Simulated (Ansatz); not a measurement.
**C₂H₇GaO₃: up Jacob's ladder to CCSD(T)**

The task here is to estimate one member of a computed series from the others.

The runs use Ansatz 0.2.0, Gaussian basis; functionals in def2-TZVPP, the program's frozen cores in correlated methods.

Levels to be run: PBE-D4, r2SCAN-D4, PBE0-D4, B3LYP-D4, ωB97X-V, ωB97M-V, B2PLYP; CCSD(T)/def2-TZVPP; MP2/def2-QZVPP; extrapolation to the limit.

### Structure used throughout

All runs share one geometry, relaxed beforehand with PBE0-D4 in a triple-zeta def2 set.

SMILES `C[O][Ga]([OH])[O]C`, 13 atoms, charge 0, spin multiplicity 1.

Atoms are counted from 1 here; the program's logs count them from 0.

Bond lengths: C1–O2 1.410 Å, C1–H7 1.095 Å, C1–H8 1.096 Å, C1–H9 1.095 Å, O2–Ga3 1.768 Å, Ga3–O4 1.774 Å, Ga3–O5 1.768 Å, O4–H10 0.960 Å, O5–C6 1.411 Å, C6–H11 1.095 Å, C6–H12 1.095 Å, C6–H13 1.096 Å. Angles: O2–C1–H7 109.6°, O2–C1–H8 113.3°, O2–C1–H9 109.5°, H7–C1–H8 108.1°, H7–C1–H9 108.1°, H8–C1–H9 108.1°, C1–O2–Ga3 122.5°, O2–Ga3–O4 119.7°, O2–Ga3–O5 119.4°, O4–Ga3–O5 120.9°, Ga3–O4–H10 113.0°, Ga3–O5–C6 122.3°, O5–C6–H11 109.4°, O5–C6–H12 109.6°, O5–C6–H13 113.2°, H11–C6–H12 108.1°, H11–C6–H13 108.2°, H12–C6–H13 108.1°.

Set-up of the first run:

File in.yaml:

```yaml
crystal:
  periodic: [false, false, false]
  atoms:
    - {symbol: C, position_ang: [0.669580, -1.622285, -1.690992]}
    - {symbol: O, position_ang: [0.166089, -1.034878, -0.511724]}
    - {symbol: Ga, position_ang: [0.158714, 0.713233, -0.248337]}
    - {symbol: O, position_ang: [0.802858, 1.793923, -1.499708]}
    - {symbol: O, position_ang: [-0.494506, 1.360882, 1.261069]}
    - {symbol: C, position_ang: [-1.008509, 0.528184, 2.277884]}
    - {symbol: H, position_ang: [1.494434, -2.297792, -1.441260]}
    - {symbol: H, position_ang: [1.038145, -0.889052, -2.417027]}
    - {symbol: H, position_ang: [-0.118647, -2.210667, -2.172088]}
    - {symbol: H, position_ang: [0.751485, 2.721214, -1.257501]}
    - {symbol: H, position_ang: [-2.044189, 0.811413, 2.492118]}
    - {symbol: H, position_ang: [-0.422550, 0.660877, 3.193404]}
    - {symbol: H, position_ang: [-0.992904, -0.535042, 2.014164]}
basis:
  gaussian: {orbitals: def2-TZVPP}
hamiltonian: {xc: pbe, dispersion: d4}
output: {forces: true, orbitals: {seedname: orbitals}}
```

Launch:

```bash
> ansatz run in.yaml --threads 2 --pin off --events-out ev --progress --plain --max-ram 32768MiB --backend cuda --devices 0, --max-vram 18GiB
```

Among the steps run: PBE-D4 (GGA); r2SCAN-D4 (meta-GGA); PBE0-D4 (hybrid); B3LYP-D4 (hybrid); ωB97X-V (range-separated); ωB97M-V (range-separated); B2PLYP (double hybrid); CCSD(T) in def2-TZVPP; MP2 in def2-QZVPP.

One table of the session follows, with a row left open; its other results are not shown here.

It belongs to the step «Atomisation energies». 

| method | atomisation energy (eV) |
| --- | --- |
| PBE-D4 | 51.062 |
| r2SCAN-D4 | 50.240 |
| PBE0-D4 | 49.832 |
| B3LYP-D4 | 49.822 |
| ωB97X-V | 50.197 |
| ωB97M-V | 50.071 |
| B2PLYP | 49.601 |
| HF/def2-TZVPP | 35.165 |
| MP2/def2-TZVPP | 50.331 |
| CCSD/def2-TZVPP | 48.298 |
| CCSD(T)/def2-TZVPP | 49.120 |
| MP2/CBS | 51.565 |
| CCSD(T)/CBS | ? |

Q: Estimate the row for CCSD(T)/CBS from the others.

As computed: atomisation energy (eV): 50.354. In the column «atomisation energy (eV)» it lies between MP2/def2-TZVPP (50.331) and PBE-D4 (51.062).
